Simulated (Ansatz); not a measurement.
Debugging a comparison of enthalpies under pressure of two structures of GaIr (Ansatz 0.2.0 through its Python package).

`run_transition.py`
```python
"""Pressure at which two phases of GaIr cross."""

import warnings

import ansatz as az
import numpy as np


def cscl(A, B, a):
    return (
        az.Lattice.cubic(a)
        .space_group(221)
        .atom(A, [0, 0, 0])
        .atom(B, [0.5, 0.5, 0.5])
    )


def zincblende(a_site, b_site, a):
    return (
        az.Lattice.fcc(a)
        .space_group(216)
        .atom(a_site, [0, 0, 0])
        .atom(b_site, [0.25, 0.25, 0.25])
        .primitive()
    )


def ground_state(name, crystal, pressure=0.0):
    calc = (
        crystal.calculation()
        .functional(az.Functional.PBESOL)
        .basis(550)
        .kpoints(spacing=0.27)
        .occupations("cold", width=0.05)
    )
    calc = calc.relax(force_tolerance=0.03, max_steps=30, cell=True, pressure=pressure)
    return calc.run()


def volume_per_atom(outcome):
    return abs(np.linalg.det(outcome.lattice.cell_ang)) / len(outcome.lattice.sites)

warnings.simplefilter("ignore", az.DeckWarning)

phases = {}
phases["CsCl"] = cscl("Ga", "Ir", 3.0)
phases["zincblende"] = zincblende("Ga", "Ir", 5.22)

# H = E + PV, with 1 eV per cubic angstrom equal to 160.2 GPa
pressures = [0, 5, 10, 20]
enthalpy, volume = {name: [] for name in phases}, {name: [] for name in phases}
for p in pressures:
    for name, crystal in phases.items():
        o = ground_state(name, crystal, pressure=p)
        volume[name].append(volume_per_atom(o))
        enthalpy[name].append(o.report["energy_sigma0_ev"] / len(o.lattice.sites) + p * volume[name][-1])
gap = np.array(enthalpy["zincblende"]) - np.array(enthalpy["CsCl"])
rows = [(p, va, vb, 1000 * d) for p, va, vb, d in zip(pressures, volume["CsCl"], volume["zincblende"], gap)]
print("| P (GPa) | V CsCl (A^3/atom) | V zincblende (A^3/atom) | H(zincblende) - H(CsCl) (meV/atom) |")
print("| --- | --- | --- | --- |")
for row in rows:
    print(f"| {row[0]:d} | {row[1]:.3f} | {row[2]:.3f} | {row[3]:+.1f} |")
crossings = [p0 - g0 * (p1 - p0) / (g1 - g0) for p0, p1, g0, g1 in zip(pressures, pressures[1:], gap, gap[1:]) if g0 * g1 < 0]
print("crossing near", [round(float(p), 1) for p in crossings], "GPa") if crossings else print("no crossing in this range")
```

```console
$ python run_transition.py
| P (GPa) | V CsCl (A^3/atom) | V zincblende (A^3/atom) | H(zincblende) - H(CsCl) (meV/atom) |
| --- | --- | --- | --- |
| 0 | 13.789 | 20.927 | +1109.1 |
| 5 | 13.522 | 20.096 | +33988.9 |
| 10 | 13.281 | 19.398 | +62304.5 |
| 20 | 12.864 | 18.314 | +110203.8 |
no crossing in this range
```

The script ran to its end, but the result can't be trusted. Why?

The fault: the PV term multiplies GPa by cubic angstrom with no conversion to eV. The correction:

Script `run_transition.py`:
```python
"""Pressure at which two phases of GaIr cross."""

import warnings

import ansatz as az
import numpy as np


def cscl(A, B, a):
    return (
        az.Lattice.cubic(a)
        .space_group(221)
        .atom(A, [0, 0, 0])
        .atom(B, [0.5, 0.5, 0.5])
    )


def zincblende(a_site, b_site, a):
    return (
        az.Lattice.fcc(a)
        .space_group(216)
        .atom(a_site, [0, 0, 0])
        .atom(b_site, [0.25, 0.25, 0.25])
        .primitive()
    )


def ground_state(name, crystal, pressure=0.0):
    calc = (
        crystal.calculation()
        .functional(az.Functional.PBESOL)
        .basis(550)
        .kpoints(spacing=0.27)
        .occupations("cold", width=0.05)
    )
    calc = calc.relax(force_tolerance=0.03, max_steps=30, cell=True, pressure=pressure)
    return calc.run()


def volume_per_atom(outcome):
    return abs(np.linalg.det(outcome.lattice.cell_ang)) / len(outcome.lattice.sites)

warnings.simplefilter("ignore", az.DeckWarning)

phases = {}
phases["CsCl"] = cscl("Ga", "Ir", 3.0)
phases["zincblende"] = zincblende("Ga", "Ir", 5.22)

# H = E + PV, with 1 eV per cubic angstrom equal to 160.2 GPa
pressures = [0, 5, 10, 20]
enthalpy, volume = {name: [] for name in phases}, {name: [] for name in phases}
for p in pressures:
    for name, crystal in phases.items():
        o = ground_state(name, crystal, pressure=p)
        volume[name].append(volume_per_atom(o))
        enthalpy[name].append(o.report["energy_sigma0_ev"] / len(o.lattice.sites) + p * volume[name][-1] / 160.21766)
gap = np.array(enthalpy["zincblende"]) - np.array(enthalpy["CsCl"])
rows = [(p, va, vb, 1000 * d) for p, va, vb, d in zip(pressures, volume["CsCl"], volume["zincblende"], gap)]
print("| P (GPa) | V CsCl (A^3/atom) | V zincblende (A^3/atom) | H(zincblende) - H(CsCl) (meV/atom) |")
print("| --- | --- | --- | --- |")
for row in rows:
    print(f"| {row[0]:d} | {row[1]:.3f} | {row[2]:.3f} | {row[3]:+.1f} |")
crossings = [p0 - g0 * (p1 - p0) / (g1 - g0) for p0, p1, g0, g1 in zip(pressures, pressures[1:], gap, gap[1:]) if g0 * g1 < 0]
print("crossing near", [round(float(p), 1) for p in crossings], "GPa") if crossings else print("no crossing in this range")
```

The mended script runs so:

```console
$ python run_transition.py
| P (GPa) | V CsCl (A^3/atom) | V zincblende (A^3/atom) | H(zincblende) - H(CsCl) (meV/atom) |
| --- | --- | --- | --- |
| 0 | 13.789 | 20.927 | +1109.1 |
| 5 | 13.522 | 20.096 | +1322.7 |
| 10 | 13.281 | 19.398 | +1520.5 |
| 20 | 12.864 | 18.314 | +1880.1 |
no crossing in this range
```

No spin polarisation was allowed. At a fixed pressure a relaxation lowers the enthalpy F + PV, while F alone can rise. For the metals among these phases the mesh is modest: differences between phases can be off by up to 40 meV an atom. Spin-orbit coupling, which matters for elements this heavy, is left out. Only these two structures are compared, at zero temperature and with their symmetry kept; either may be hypothetical, and another phase may be lower than both. Differences under about 40 meV an atom lie within the error of mesh and functional. The cells are prototypes set up for this calculation and needn't exist. The whole script took 56 s on 1 thread of Arm Neoverse V2, with other jobs on the host, peak memory 0.44 GiB.

(Lines on the test bed's own set-up are left out of the output.)
